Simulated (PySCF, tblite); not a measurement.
# C2H10OP2Si2: a rotation path, then NMR shifts on frames

Aim: move C2H10OP2Si2 (`CCO[SiH]1P[SiH2]P1`) away from its starting geometry and see how NMR shifts follow the geometry.

The runs use tblite 0.8.0 and PySCF 2.14.0, with density-fitted response routines of our own; the level of theory stands in each step. All values are computed, except where a source is named. Atoms count from 0, in the outputs and in this text.

## 1. Starting geometry

17 atoms, charge 0, multiplicity 1; geometry from: GFN2-xTB.

Bonds of the start (Å): C0–C1 1.52, C1–O2 1.41, O2–Si3 1.61, Si3–P4 2.25, P4–Si5 2.27, Si5–P6 2.27, P6–Si3 2.27, C0–H7 1.09, C0–H8 1.09, C0–H9 1.09, C1–H10 1.10, C1–H11 1.10, Si3–H12 1.47, P4–H13 1.38, Si5–H14 1.46, Si5–H15 1.46, P6–H16 1.38.

## 2. The rotation path with GFN2-xTB

Job settings and geometry (Å):

```
{"job": {"kind": "neb", "xc": "GFN2-xTB", "basis": "xTB", "atoms": [6, 3, 2, 1], "turn": 120}, "charge": 0, "multiplicity": 1}
C     -2.904641     0.529651     0.076323
C     -1.963438    -0.660527     0.146259
O     -0.783635    -0.373559    -0.561576
Si     0.706423    -0.825610    -0.157625
P      2.046844     0.588383    -1.279373
Si     2.669507     1.181605     0.817408
P      1.213077    -0.145351     1.944446
H     -2.441845     1.392040     0.549215
H     -3.116622     0.773332    -0.961298
H     -3.834897     0.297254     0.587101
H     -2.421701    -1.547122    -0.306396
H     -1.716327    -0.892599     1.189060
H      0.959710    -2.257032    -0.360145
H      3.045959    -0.350142    -1.453788
H      2.351621     2.585899     1.074482
H      4.066861     0.872419     1.122220
H      2.116107    -1.156611     2.213238
```

Method: GFN2-xTB climbing-image nudged elastic band, gas phase.

The run is started by

```
OMP_NUM_THREADS=1 python probes_run.py task.json out
```

The driver reads the jobs from task.json and runs them one after another.

Standard output:

```text
image   E - E0 / eV
  0      -0.0000
  1       0.0081
  2       0.0296
  3       0.0485
  4       0.0534
  5       0.0536
  6       0.0523
  7       0.0456
  8       0.0329
```

Run time: 2.9 s. Hardware: 1 thread of AMD EPYC 9R45, shared host; peak memory 0.19 GiB.

The final band, with the dihedral P6–Si3–O2–C1:

```
image  dihedral (°)  energy (eV)  energy (kcal/mol)
    0           -55        0.000                0.0
    1           -41        0.008                0.2
    2           -24        0.030                0.7
    3            -4        0.049                1.1
    4            15        0.053                1.2
    5            30        0.054                1.2
    6            43        0.052                1.2
    7            55        0.046                1.1
    8            65        0.033                0.8
```

## 3. Nuclear shieldings: image 0, PBE0/pcSseg-1

Job settings and geometry (Å):

```
{"job": {"kind": "nmr", "xc": "PBE0", "basis": "pcSseg-1", "pop": false}, "charge": 0, "multiplicity": 1}
C     -2.904600     0.529700     0.076300
C     -1.963400    -0.660500     0.146300
O     -0.783600    -0.373600    -0.561600
Si     0.706400    -0.825600    -0.157600
P      2.046800     0.588400    -1.279400
Si     2.669500     1.181600     0.817400
P      1.213100    -0.145400     1.944400
H     -2.441800     1.392000     0.549200
H     -3.116600     0.773300    -0.961300
H     -3.834900     0.297300     0.587100
H     -2.421700    -1.547100    -0.306400
H     -1.716300    -0.892600     1.189100
H      0.959700    -2.257000    -0.360100
H      3.046000    -0.350100    -1.453800
H      2.351600     2.585900     1.074500
H      4.066900     0.872400     1.122200
H      2.116100    -1.156600     2.213200
```

With the program's defaults for keys left out, this is: GIAO PBE0/pcSseg-1 NMR shielding, non-relativistic, gas phase.

Standard output:

```text
coarse grid: 15960 points
cycle   1  E = -1418.3090526616  dE =  7.106e-01  |g| = 6.868e-01  |ddm| = 3.772e+00
cycle   2  E = -1418.1547110444  dE =  1.543e-01  |g| = 1.128e+00  |ddm| = 1.879e+00
cycle   3  E = -1418.3989455249  dE = -2.442e-01  |g| = 1.119e-01  |ddm| = 1.357e+00
cycle   4  E = -1418.4013268864  dE = -2.381e-03  |g| = 4.237e-02  |ddm| = 1.547e-01
cycle   5  E = -1418.4017655444  dE = -4.387e-04  |g| = 5.420e-03  |ddm| = 5.138e-02
cycle   6  E = -1418.4017721422  dE = -6.598e-06  |g| = 2.130e-03  |ddm| = 9.612e-03
final grid: 135048 points
cycle   7  E = -1418.4521230067  dE = -2.204e-05  |g| = 1.076e-02  |ddm| = 2.710e-02
cycle   8  E = -1418.4521027067  dE =  2.030e-05  |g| = 1.511e-02  |ddm| = 1.918e-02
cycle   9  E = -1418.4521454893  dE = -4.278e-05  |g| = 1.614e-03  |ddm| = 1.182e-02
cycle  10  E = -1418.4521460618  dE = -5.725e-07  |g| = 1.596e-04  |ddm| = 1.786e-03
cycle  11  E = -1418.4521460667  dE = -4.924e-09  |g| = 5.359e-05  |ddm| = 1.958e-04
cycle  12  E = -1418.4521460673  dE = -6.648e-10  |g| = 1.171e-05  |ddm| = 7.815e-05
converged SCF energy = -1418.4521460673

GIAO shielding tensors (ppm)
atom      isotropic    diamagn.    paramagn.     s11        s22        s33       span
  0 C      166.399     246.426     -80.027    148.355    164.762    186.080     37.725
  1 C      125.479     243.614    -118.135     92.524    115.940    167.973     75.449
  2 O      275.280     401.232    -125.952    248.616    283.378    293.846     45.230
  3 Si     356.527     881.130    -524.603    292.575    333.808    443.197    150.621
  4 P      548.399     969.084    -420.685    390.985    603.963    650.248    259.263
  5 Si     420.750     881.077    -460.327    382.186    434.497    445.568     63.382
  6 P      553.932     969.694    -415.762    424.176    584.584    653.037    228.861
  7 H       30.194      30.370      -0.177     25.963     29.920     34.699      8.736
  8 H       30.059      28.775       1.284     26.405     28.133     35.639      9.234
  9 H       30.677      26.941       3.736     26.602     27.385     38.045     11.443
 10 H       27.772      28.747      -0.975     22.267     27.464     33.585     11.319
 11 H       27.658      30.872      -3.214     22.731     29.052     31.190      8.459
 12 H       25.593      30.284      -4.691     21.397     24.745     30.637      9.240
 13 H       29.300      31.127      -1.828     25.794     26.949     35.157      9.363
 14 H       27.104      29.622      -2.517     23.616     24.617     33.079      9.463
 15 H       26.742      29.413      -2.671     23.922     24.466     31.837      7.915
 16 H       29.460      31.615      -2.154     25.693     27.081     35.607      9.913
```

Wall time 17 s (1 thread of AMD EPYC 9R45, shared host); peak memory 0.9 GiB.

The references, computed at this level on geometries of the same kind, shield at (ppm): ¹H TMS 31.72, ¹³C TMS 186.9, ²⁹Si TMS 349.2, ¹⁷O H2O 336.1, ³¹P H3PO4 318.4. Their shielding less the atom's gives the shift. The references are single molecules in the gas phase, so shifts against H2O, NH3, PH3, H3PO4 or CFCl3 are not on the usual liquid scales and can be off by tens of ppm. Each atom is listed at this fixed geometry, with no averaging over motion; a spectrum would average atoms that exchange fast.

```csv
atoms,environment,σ (ppm),δ (ppm)
C1,sp3 CH2 bonded to O,125.5,61.4
C0,methyl carbon,166.4,20.5
H12,"hydrogen on a silicon bonded to O, 2 P, in a 4-membered ring",25.59,6.12
H15,"hydrogen on a silicon bonded to 2 P, in a 4-membered ring",26.74,4.98
H14,"hydrogen on a silicon bonded to 2 P, in a 4-membered ring",27.10,4.61
H11,hydrogen on an sp3 CH2 bonded to O,27.66,4.06
H10,hydrogen on an sp3 CH2 bonded to O,27.77,3.94
H13,"hydrogen on a phosphorus bonded to 2 Si, in a 4-membered ring",29.30,2.42
H16,"hydrogen on a phosphorus bonded to 2 Si, in a 4-membered ring",29.46,2.26
H8,hydrogen on a methyl carbon,30.06,1.66
H7,hydrogen on a methyl carbon,30.19,1.52
H9,hydrogen on a methyl carbon,30.68,1.04
O2,"oxygen bonded to C, Si",275.3,60.8
Si3,"silicon bonded to O, 2 P, H, in a 4-membered ring",356.5,-7.4
Si5,"silicon bonded to 2 P, 2 H, in a 4-membered ring",420.8,-71.6
P4,"phosphorus bonded to 2 Si, H, in a 4-membered ring",548.4,-230.0
P6,"phosphorus bonded to 2 Si, H, in a 4-membered ring",553.9,-235.6
```

Ring of atoms Si3, P4, Si5, P6: NICS(0) 2.1, NICS(1) -0.4, NICS(1)zz 10.3 ppm (means of both faces). The ring holds saturated atoms, so no π current runs round it: these values come from its σ bonds, any local π bonds and neighbouring rings, and say nothing of aromaticity.

In rings of three or four atoms NICS is ruled by the nearby σ bonds, so it says little on aromaticity.

## 4. Nuclear shieldings: image 2, PBE0/pcSseg-1

Job settings and geometry (Å):

```
{"job": {"kind": "nmr", "xc": "PBE0", "basis": "pcSseg-1", "pop": false}, "charge": 0, "multiplicity": 1}
C     -2.826300     0.570200    -0.061200
C     -1.899500    -0.566300     0.335600
O     -0.824600    -0.628000    -0.567300
Si     0.724500    -0.942500    -0.263000
P      1.924200     0.710200    -1.227600
Si     2.513600     1.129100     0.923000
P      1.209400    -0.447900     1.899000
H     -2.297200     1.518800    -0.006600
H     -3.170700     0.422100    -1.081600
H     -3.683300     0.598200     0.605600
H     -2.425700    -1.527700     0.308800
H     -1.510600    -0.411700     1.350900
H      1.068400    -2.317000    -0.634600
H      3.011700    -0.093300    -1.514300
H      2.036300     2.449500     1.333300
H      3.938800     0.940700     1.193600
H      2.204100    -1.392500     2.046100
```

Level: GIAO PBE0/pcSseg-1 NMR shielding, non-relativistic, gas phase.

Standard output:

```text
coarse grid: 15960 points
cycle   1  E = -1418.3075331585  dE =  7.034e-01  |g| = 6.859e-01  |ddm| = 3.775e+00
cycle   2  E = -1418.1540092464  dE =  1.535e-01  |g| = 1.126e+00  |ddm| = 1.892e+00
cycle   3  E = -1418.3967552558  dE = -2.427e-01  |g| = 1.133e-01  |ddm| = 1.377e+00
cycle   4  E = -1418.3992399349  dE = -2.485e-03  |g| = 4.244e-02  |ddm| = 1.601e-01
cycle   5  E = -1418.3996822527  dE = -4.423e-04  |g| = 5.395e-03  |ddm| = 5.163e-02
cycle   6  E = -1418.3996887539  dE = -6.501e-06  |g| = 2.231e-03  |ddm| = 9.775e-03
final grid: 135048 points
cycle   7  E = -1418.4507694657  dE = -2.209e-05  |g| = 1.065e-02  |ddm| = 2.869e-02
cycle   8  E = -1418.4507503273  dE =  1.914e-05  |g| = 1.481e-02  |ddm| = 1.895e-02
cycle   9  E = -1418.4507915771  dE = -4.125e-05  |g| = 1.607e-03  |ddm| = 1.170e-02
cycle  10  E = -1418.4507921422  dE = -5.651e-07  |g| = 1.594e-04  |ddm| = 1.787e-03
cycle  11  E = -1418.4507921471  dE = -4.890e-09  |g| = 5.167e-05  |ddm| = 1.907e-04
cycle  12  E = -1418.4507921477  dE = -6.135e-10  |g| = 1.257e-05  |ddm| = 7.841e-05
converged SCF energy = -1418.4507921477

GIAO shielding tensors (ppm)
atom      isotropic    diamagn.    paramagn.     s11        s22        s33       span
  0 C      166.192     246.707     -80.516    148.443    164.704    185.429     36.986
  1 C      123.033     244.266    -121.233     92.764    110.747    165.587     72.823
  2 O      276.850     401.527    -124.677    222.276    289.791    318.483     96.207
  3 Si     353.085     880.756    -527.671    290.746    328.548    439.960    149.215
  4 P      538.875     969.057    -430.181    382.052    586.854    647.720    265.668
  5 Si     421.313     881.094    -459.782    384.412    434.415    445.111     60.698
  6 P      563.880     969.787    -405.907    424.327    612.692    654.620    230.293
  7 H       30.196      30.647      -0.451     26.027     29.885     34.675      8.648
  8 H       30.004      28.578       1.426     26.324     28.039     35.650      9.326
  9 H       30.632      27.309       3.323     26.640     27.374     37.882     11.242
 10 H       27.785      28.821      -1.036     22.463     27.297     33.595     11.131
 11 H       27.040      31.089      -4.050     21.646     29.128     30.345      8.699
 12 H       25.512      30.063      -4.551     21.040     24.678     30.818      9.778
 13 H       29.213      31.096      -1.883     25.659     26.920     35.061      9.402
 14 H       27.104      29.677      -2.573     23.691     24.674     32.947      9.256
 15 H       26.761      29.476      -2.714     23.953     24.437     31.894      7.941
 16 H       29.523      31.657      -2.134     25.594     27.073     35.903     10.308
```

Run time: 16 s. Hardware: 1 thread of AMD EPYC 9R45, shared host; peak memory 0.9 GiB.

In short: δ C1 63.9, C0 20.7, O2 59.2, Si3 -3.9, H12 6.21, H15 4.96 ppm.

[end of part 1 of 2]
